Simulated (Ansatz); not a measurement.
# C4H12O3Si: the cost of one run

Program: Ansatz 0.2.0. Level of theory: RHF/6-31G. These are calculated values, not measurements.

### 1 The structure to begin with

Bond lengths (14 of 19 bonds, heavy atoms first): Si1–C2 1.870 Å, Si1–O6 1.680 Å, O6–C7 1.420 Å, Si1–O11 1.679 Å, O11–C12 1.420 Å, Si1–O16 1.679 Å, O16–C17 1.420 Å, C2–H3 1.110 Å, C2–H4 1.110 Å, C2–H5 1.110 Å, C7–H8 1.110 Å, C7–H9 1.110 Å, C7–H10 1.110 Å, C12–H13 1.110 Å. Angles (14 of 33 angles, heavy atoms first): C2–Si1–O6 109.4°, C2–Si1–O11 109.5°, C2–Si1–O16 109.5°, O6–Si1–O11 109.5°, O6–Si1–O16 109.5°, O11–Si1–O16 109.5°, Si1–O6–C7 125.0°, Si1–O11–C12 125.0°, Si1–O16–C17 125.0°, Si1–C2–H3 109.5°, Si1–C2–H4 109.5°, Si1–C2–H5 109.5°, O6–C7–H8 109.5°, O6–C7–H9 109.5°.

Its coordinates follow in the input file.

### 2 Relaxing the start

Contents of input.yaml:

```yaml
crystal:
  periodic: [false, false, false]
  atoms:
    - { symbol: Si, position_ang: [0.0, 0.0, 0.0] }
    - { symbol: C, position_ang: [0.0, 0.0, 1.87] }
    - { symbol: H, position_ang: [-0.9996, -0.3092, 2.2405] }
    - { symbol: H, position_ang: [0.7676, -0.7111, 2.2405] }
    - { symbol: H, position_ang: [0.232, 1.0203, 2.2405] }
    - { symbol: O, position_ang: [1.5842, 0.0, -0.5594] }
    - { symbol: C, position_ang: [2.3503, -1.1632, -0.836] }
    - { symbol: H, position_ang: [1.7187, -1.9052, -1.3675] }
    - { symbol: H, position_ang: [3.2179, -0.8926, -1.4733] }
    - { symbol: H, position_ang: [2.7141, -1.6023, 0.1163] }
    - { symbol: O, position_ang: [-0.7913, 1.3709, -0.5594] }
    - { symbol: C, position_ang: [-2.1512, 1.4177, -0.9653] }
    - { symbol: H, position_ang: [-2.7687, 0.8215, -0.2614] }
    - { symbol: H, position_ang: [-2.5023, 2.4707, -0.9639] }
    - { symbol: H, position_ang: [-2.2473, 0.9975, -1.9882] }
    - { symbol: O, position_ang: [-0.7913, -1.3709, -0.5594] }
    - { symbol: C, position_ang: [-1.5365, -2.2685, 0.2501] }
    - { symbol: H, position_ang: [-1.2251, -2.1576, 1.3097] }
    - { symbol: H, position_ang: [-2.6187, -2.04, 0.1571] }
    - { symbol: H, position_ang: [-1.349, -3.3106, -0.083] }
basis:
  gaussian: { orbitals: "6-31G" }
hamiltonian:
  xc: hf
relax:
  f_tol: 0.02
  max_steps: 40
```

The run is started by

```bash
$ ansatz run input.yaml --threads 2 --pin off --max-ram 3072MiB --backend cpu --events-out ev --progress --plain --runs-dir out
```

Q: Estimate wall time and peak memory on 2 threads of Arm Neoverse N1, shared host.

About 2.4 min, with a peak of 0.26 GiB.
